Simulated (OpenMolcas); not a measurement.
# GaF3 (SMILES [F][Ga]([F])[F]): levels of theory compared

Wanted: a comparison of 6 runs (HF/STO-3G, HF/3-21G, HF/def2-SVP, PBE0/def2-SVP, B3LYP/6-31G*, B3LYP/6-311G**) of GaF3. 

Program for the calculation: OpenMolcas 26.06.

3 further runs of the same task are left out: 3 set aside as unsound or not needed.

### Step 1. Starting point

GaF3 has 4 atoms, charge 0, and is taken as a singlet. As SMILES, `[F][Ga]([F])[F]`. The shape comes from GFN2-xTB, which is rough for such elements, and wasn't checked as a minimum.

Bond lengths: F1–Ga2 1.732 Å, Ga2–F3 1.732 Å, Ga2–F4 1.732 Å. Angles: F1–Ga2–F3 120.2°, F1–Ga2–F4 120.1°, F3–Ga2–F4 119.7°.

### Step 2. Energy and forces at HF/STO-3G (run 1)

mol.input

```
* F3Ga Hartree-Fock

&GATEWAY
  BasLib = $CurrDir
  Coord
  4
  angstrom
  F       -0.067560      -1.602830       0.658370
  Ga      -0.001430      -0.000800       0.002200
  F        0.941780       1.223030       0.784360
  F       -0.872790       0.380590      -1.444930
  Basis = STO-3G
  Group = NoSym

&SEWARD

&SCF
  Thresholds = 1e-10 1e-07 1e-07 1e-05
  PrOrbitals = 1 2

&ALASKA
```

The basis set STO-3G is read from a file made from the Basis Set Exchange's data (not shown).

Run with:

```console
$ export MOLCAS_MEM=1860
$ pymolcas mol.input > mol.log
```

The program printed:

```text
--- Start Module: gateway ---
[...]
--- Stop Module: gateway /rc=_RC_ALL_IS_WELL_ ---
[...]
      Basis functions           33
[...]
--- Start Module: scf ---
[...]
       Convergence after  14 Iterations
[...]
::    Total SCF energy                              -2194.9993324003
[...]
      Total spin, S                                     0.0000000000
[...]
      Total electronic charge=   58.000000
      Total            charge=   -0.000000
[...]
      Dipole Moment (debye):
      Origin of the operator (angstrom)=   -0.0006   -0.0003    0.0009
                   X= -7.0920E-03               Y= -6.5714E-03               Z=  1.3301E-02           Total=  1.6444E-02
      Quadrupole Moment (debye*angstrom):
[...]
--- Stop Module: scf /rc=_RC_ALL_IS_WELL_ ---
--- Start Module: alaska ---
[...]
 *              Molecular gradients               *
 **************************************************
  Irreducible representation: a
 ------------------------------------------------------------------------------------------
                              X                       Y                       Z
 ------------------------------------------------------------------------------------------
  F1               -2.43446417087423E-03   -6.00292676170575E-02    2.45567747532629E-02
  GA2              -3.98043432752807E-04    2.54837930923416E-04    1.63795389880067E-04
  F3                3.51897765424631E-02    4.55981082490275E-02    2.91172084750126E-02
  F4               -3.23572689388421E-02    1.41763214370947E-02   -5.38377786181492E-02
 ------------------------------------------------------------------------------------------
--- Stop Module: alaska /rc=_RC_ALL_IS_WELL_ ---
[...]
```

It took 2.2 s on 1 thread of Arm Neoverse V1, shared host; peak memory 0.37 GiB.

### Step 3. Energy and gradient at HF/3-21G (run 2)

calc.inp

```
&GATEWAY
  BasLib = $CurrDir
  Coord
  4
  angstrom
  F       -0.067560      -1.602830       0.658370
  Ga      -0.001430      -0.000800       0.002200
  F        0.941780       1.223030       0.784360
  F       -0.872790       0.380590      -1.444930
  Basis = 3-21G
  Group = NoSym

&SEWARD

&SCF
  Thresholds = 1e-10 1e-07 1e-07 1e-05
  PrOrbitals = 1 2

&ALASKA
```

The basis set 3-21G is read from a file made from the Basis Set Exchange's data (not shown).

Run with:

```console
$ export MOLCAS_MEM=1860
$ pymolcas calc.inp > calc.log
```

The program printed:

```text
--- Start Module: gateway ---
[...]
--- Stop Module: gateway /rc=_RC_ALL_IS_WELL_ ---
[...]
      Basis functions           49
[...]
--- Start Module: scf ---
[...]
       Convergence after  11 Iterations
[...]
::    Total SCF energy                              -2210.7181464218
[...]
      Total spin, S                                     0.0000000000
[...]
      Total electronic charge=   58.000000
      Total            charge=   -0.000000
[...]
      Dipole Moment (debye):
      Origin of the operator (angstrom)=   -0.0006   -0.0003    0.0009
                   X= -1.6630E-02               Y= -1.1430E-02               Z=  2.7546E-02           Total=  3.4147E-02
      Quadrupole Moment (debye*angstrom):
[...]
--- Stop Module: scf /rc=_RC_ALL_IS_WELL_ ---
--- Start Module: alaska ---
[...]
 *              Molecular gradients               *
 **************************************************
  Irreducible representation: a
 ------------------------------------------------------------------------------------------
                              X                       Y                       Z
 ------------------------------------------------------------------------------------------
  F1               -1.42681941908740E-03   -3.50064627092408E-02    1.42090392545082E-02
  GA2              -2.91794541221024E-04    1.09201946423235E-04    3.30922896561558E-04
  F3                2.03137673137697E-02    2.65338342326906E-02    1.66056348146366E-02
  F4               -1.85951533534130E-02    8.36342653012334E-03   -3.11455969656897E-02
 ------------------------------------------------------------------------------------------
--- Stop Module: alaska /rc=_RC_ALL_IS_WELL_ ---
[...]
```

It took 2.5 s on 1 thread of Arm Neoverse V1, shared host; peak memory 0.38 GiB.

Runs 3 to 4 aren't shown in full; the table further down has their settings and results.

### Step 4. Energy and forces at B3LYP/6-31G(d) (Cartesian functions) (run 5)

input.xyz

```xyz
4

F     -0.067560    -1.602830     0.658370
Ga    -0.001430    -0.000800     0.002200
F      0.941780     1.223030     0.784360
F     -0.872790     0.380590    -1.444930
```

test.input

```
>>> EXPORT MOLCAS_PRINT=2

&GATEWAY
 BasLib=$CurrDir
 Coord=input.xyz
 Basis=6-31Gs
 Group=NoSym

&SEWARD
 GridInput
 Grid=UltraFine
 End of Grid

&SCF
 KSDFT=B3LYP
 Thresholds=1e-10 1e-07 1e-07 1e-05
 PrOrbitals=1 2

&ALASKA
```

The basis set 6-31G* is read from a file made from the Basis Set Exchange's data (not shown).

Run with:

```console
$ export MOLCAS_MEM=1860
$ pymolcas test.input > test.log
```

The program printed:

```text
--- Start Module: gateway ---
[...]
--- Stop Module: gateway /rc=_RC_ALL_IS_WELL_ ---
[...]
      Basis functions           80
[...]
--- Start Module: scf ---
[...]
       Convergence after  11 Iterations
[...]
::    Total KS-DFT energy                           -2224.2561209052
[...]
      Total spin, S                                     0.0000000000
[...]
      Total electronic charge=   58.000000
      Total            charge=   -0.000000
[...]
      Dipole Moment (debye):
      Origin of the operator (angstrom)=   -0.0006   -0.0003    0.0009
                   X= -1.1187E-02               Y= -8.1230E-03               Z=  1.9268E-02           Total=  2.3715E-02
      Quadrupole Moment (debye*angstrom):
[...]
--- Stop Module: scf /rc=_RC_ALL_IS_WELL_ ---
[...]
--- Start Module: alaska ---
[...]
 *              Molecular gradients               *
 **************************************************
  Irreducible representation: a
 ------------------------------------------------------------------------------------------
                              X                       Y                       Z
 ------------------------------------------------------------------------------------------
  F1               -3.07923055253401E-04   -7.56926526388924E-04   -2.43913535124207E-04
  GA2              -1.80517210623024E-04    2.47312357171708E-04    8.67705681475428E-05
  F3                4.52630566329049E-04    8.01796978343816E-04    1.21764357526644E-04
  F4                3.58096994865775E-05   -2.92182809108255E-04    3.53786093789665E-05
 ------------------------------------------------------------------------------------------
--- Stop Module: alaska /rc=_RC_ALL_IS_WELL_ ---
[...]
```

Wall time 15 s (1 thread of Arm Neoverse V1, shared host); peak memory 0.45 GiB.

### Step 5. Energy and gradient at B3LYP/6-311G(d,p) (run 6)

mol.inp

```
* F3Ga Kohn-Sham DFT

&GATEWAY
 BasLib=$CurrDir
 Coord
 4
 angstrom
 F       -0.067560      -1.602830       0.658370
 Ga      -0.001430      -0.000800       0.002200
 F        0.941780       1.223030       0.784360
 F       -0.872790       0.380590      -1.444930
 Basis=6-311Gss
 Group=NoSym

&SEWARD
 GridInput
 Grid=UltraFine
 End of Grid

&SCF
 KSDFT=B3LYP
 Thresholds=1e-10 1e-07 1e-07 1e-05
 PrOrbitals=1 1

&ALASKA
```

The basis set 6-311G** is read from a file made from the Basis Set Exchange's data (not shown).

Run with:

```console
$ export MOLCAS_MEM=1860
$ pymolcas mol.inp > mol.log
```

The program printed:

```text
--- Start Module: gateway ---
[...]
--- Stop Module: gateway /rc=_RC_ALL_IS_WELL_ ---
[...]
      Basis functions           98
[...]
--- Start Module: scf ---
[...]
       Convergence after  15 Iterations
[...]
::    Total KS-DFT energy                           -2224.5934695323
[...]
      Total spin, S                                     0.0000000000
[...]
      Total electronic charge=   58.000000
      Total            charge=   -0.000000
[...]
      Dipole Moment (debye):
      Origin of the operator (angstrom)=   -0.0006   -0.0003    0.0009
                   X= -1.1925E-02               Y= -8.9092E-03               Z=  2.0743E-02           Total=  2.5531E-02
      Quadrupole Moment (debye*angstrom):
[...]
--- Stop Module: scf /rc=_RC_ALL_IS_WELL_ ---
[...]
--- Start Module: alaska ---
[...]
 *              Molecular gradients               *
 **************************************************
  Irreducible representation: a
 ------------------------------------------------------------------------------------------
                              X                       Y                       Z
 ------------------------------------------------------------------------------------------
  F1               -7.79522248810727E-04    4.50752096629614E-03   -3.40097212948365E-03
  GA2              -1.73139584058790E-04    2.82571743520449E-04    3.93012932133896E-05
  F3               -2.09321399779583E-03   -2.21929473813987E-03   -2.12291989408975E-03
  F4                3.04587583059401E-03   -2.57079797153281E-03    5.48459073023366E-03
 ------------------------------------------------------------------------------------------
--- Stop Module: alaska /rc=_RC_ALL_IS_WELL_ ---
[...]
```

It took 22 s on 1 thread of Arm Neoverse V1, shared host; peak memory 0.55 GiB.

### Step 6. Overview of the runs

```csv
run,level,integration grid,Cartesian functions,energy (Eh),dipole moment (D),HOMO energy (eV),LUMO energy (eV),wall time
1,HF/STO-3G,–,no,-2194.999332,0.02,-8.54,5.90,2.2 s
2,HF/3-21G,–,no,-2210.718146,0.03,-15.85,1.49,2.5 s
3,HF/def2-SVP,–,no,-2221.194100,0.03,-17.15,1.05,5.7 s
4,PBE0/def2-SVP,UltraFine,no,-2223.474518,0.03,-11.49,-2.32,13 s
5,B3LYP/6-31G* (Cartesian functions),UltraFine,yes,-2224.256121,0.02,-10.92,-2.67,15 s
6,B3LYP/6-311G**,UltraFine,no,-2224.593470,0.03,-11.30,-2.89,22 s
```

### Step 7. Outcome

| quantity | value |
| --- | --- |
| run 6: total energy | -2224.59347 Eh |
| run 6: dipole moment | 0.03 D |
| run 6: HOMO energy | -11.30 eV |
| run 6: LUMO energy | -2.89 eV |
| run 6: HOMO–LUMO gap | 8.41 eV |
| run 6: largest force on an atom | 0.349 eV/Å |

What this shows: The HOMO–LUMO gap runs from 8.25 eV (B3LYP/6-31G*) to 18.20 eV (HF/def2-SVP). The two ends differ in method and basis. Totals of different functionals can't be ranked against each other. In run 1 the basis is minimal, so the values are rough. All runs together took 60 s, the longest 22 s.
